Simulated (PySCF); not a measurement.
# SiH2OF2 (SMILES O[SiH](F)F): levels of theory compared

We compute a comparison of 6 runs (B2PLYP/6-311+G**, BHLYP/6-311+G**, M06-2X/6-311+G**, M06-L/6-311+G**, SVWN5/6-311+G**, wB97M-V/6-311+G**) of SiH2OF2. 

Program for the calculation: PySCF 2.14.0.

1 further run of the same task is left out (set aside as unsound or not needed).

## (1) The molecule

SiH2OF2 has 6 atoms, charge 0, and is taken as a singlet. SMILES: `O[SiH](F)F`. The coordinates come from a PBE0-D4/def2-TZVP relaxation. This is one conformer, not always the lowest.

Bond lengths: O1–Si2 1.614 Å, Si2–F3 1.584 Å, Si2–F4 1.584 Å, O1–H5 0.958 Å, Si2–H6 1.463 Å. Angles: O1–Si2–F3 111.2°, O1–Si2–F4 111.2°, F3–Si2–F4 105.5°, O1–Si2–H6 108.6°, F3–Si2–H6 110.2°, F4–Si2–H6 110.2°, Si2–O1–H5 120.9°.

## (2) The energy at B2PLYP/6-311+G(d,p) (run 1)

input.py reads:

```python
# O[SiH](F)F
from pyscf import gto, dft, mp

mol = gto.M(
    atom='''
O        0.027700       1.137900      -0.556400
Si       0.121400      -0.236200       0.285200
F        0.731800      -1.405100      -0.592400
F       -1.315500      -0.739700       0.722100
H       -0.477400       1.183000      -1.369500
H        0.954100      -0.003800       1.464900
''',
    basis='6-311+g**',
    verbose=3,
    max_memory=1860,
    spin=0,
)

mf = dft.RKS(mol, xc='0.53*HF + 0.47*B88, 0.73*LYP')
mf.grids.level = 5
mf.conv_tol = 1e-10
mf.kernel()
if not mf.converged:
    mf = mf.newton().run(mf.mo_coeff, mf.mo_occ)

pt = mp.MP2(mf, frozen=8).run()
energy = mf.e_tot + 0.27 * pt.e_corr
print('PT2 part  %.8f' % (0.27 * pt.e_corr))
print('E(%s) = %.9f' % ('B2PLYP', energy))
```

Started as:

```
OMP_NUM_THREADS=1 python input.py
```

Log:

```text
converged SCF energy = -565.331738615781
E(RMP2) = -566.189191528218  E_corr = -0.857452912436677
E(SCS-RMP2) = -566.161598131586  E_corr = -0.82985951580492
PT2 part  -0.23151229
E(B2PLYP) = -565.563250902
```

Wall time 18 s (1 thread of Arm Neoverse V2, shared host); peak memory 0.56 GiB.

## (3) The energy at BHLYP/6-311+G(d,p) (run 2)

input.py reads:

```python
# O[SiH](F)F
from pyscf import gto, dft

mol = gto.M(
    atom='''
O      0.027700     1.137900    -0.556400
Si     0.121400    -0.236200     0.285200
F      0.731800    -1.405100    -0.592400
F     -1.315500    -0.739700     0.722100
H     -0.477400     1.183000    -1.369500
H      0.954100    -0.003800     1.464900
''',
    verbose=3,
    max_memory=1860,
    basis='6-311+g**',
)

calc0 = dft.RKS(mol)
calc0.xc = 'bhandhlyp'
calc0.grids.level = 5
calc0.conv_tol = 1e-10
calc0.kernel()
if not calc0.converged:
    calc0 = calc0.newton().run(calc0.mo_coeff, calc0.mo_occ)

etot = calc0.e_tot
print(f'total energy: {etot:.8f} hartree')
```

Started as:

```
OMP_NUM_THREADS=1 python input.py
```

Log:

```text
converged SCF energy = -565.76983848449
total energy: -565.76983848 hartree
```

Wall time 18 s (1 thread of Arm Neoverse V2, shared host); peak memory 0.56 GiB.

Runs 3 to 5 aren't shown in full; the table further down has their settings and results.

## (4) The energy at wB97M-V/6-311+G(d,p) (run 6)

calc.py reads:

```python
from pyscf import gto, dft

mol = gto.M(
    atom='''
O    0.027700   1.137900  -0.556400
Si   0.121400  -0.236200   0.285200
F    0.731800  -1.405100  -0.592400
F   -1.315500  -0.739700   0.722100
H   -0.477400   1.183000  -1.369500
H    0.954100  -0.003800   1.464900
''',
    max_memory=1860,
    spin=0,
    charge=0,
    basis='6-311+g**',
    verbose=4,
)

myscf = dft.RKS(mol)
myscf.xc = 'wb97m-v'
myscf.grids.level = 5
myscf.conv_tol = 1e-10
myscf.nlcgrids.level = 1
myscf.kernel()
if not myscf.converged:
    myscf = myscf.newton().run(myscf.mo_coeff, myscf.mo_occ)

etot = myscf.e_tot
print('E = %.10f Eh' % etot)
```

Started as:

```
OMP_NUM_THREADS=1 python calc.py
```

Log:

```text
PySCF version 2.14.0

[... 84 lines left out ...]
converged SCF energy = -565.788551672345
E = -565.7885516723 Eh
```

Wall time 72 s (1 thread of Arm Neoverse V2, shared host); peak memory 0.62 GiB.

## (5) Overview of the runs

| run | level | frozen core orbitals | nlc grid | energy (Eh) | dipole moment (D) | HOMO energy (eV) | LUMO energy (eV) | wall time |
| --- | --- | --- | --- | --- | --- | --- | --- | --- |
| 1 | B2PLYP/6-311+G** | 8 | – | -565.563251 | 1.19 | -12.24 | 0.45 | 18 s |
| 2 | BHLYP/6-311+G** | – | – | -565.769838 | 1.19 | -12.27 | 0.25 | 18 s |
| 3 | M06-2X/6-311+G** | – | – | -565.764555 | 1.17 | -12.30 | 0.00 | 37 s |
| 4 | M06-L/6-311+G** | – | – | -565.829352 | 1.21 | -8.96 | -0.43 | 37 s |
| 5 | SVWN5/6-311+G** | – | – | -562.921956 | 1.20 | -8.89 | -0.98 | 12 s |
| 6 | wB97M-V/6-311+G** | – | 1 | -565.788552 | 1.19 | -13.03 | 0.68 | 72 s |

## (6) Outcome

| quantity | value |
| --- | --- |
| run 6: total energy | -565.78855 Eh |
| run 6: dipole moment | 1.19 D |
| run 6: HOMO energy | -13.03 eV |
| run 6: LUMO energy | 0.68 eV |
| run 6: HOMO–LUMO gap | 13.71 eV |

In words: The dipole moment (its size) runs from 1.17 D (M06-2X/6-311+G**) to 1.21 D (M06-L/6-311+G**). The HOMO–LUMO gap runs from 7.91 eV (SVWN5/6-311+G**) to 13.71 eV (wB97M-V/6-311+G**). Totals of different functionals can't be ranked against each other. All runs together took 3.2 min, the longest 72 s.
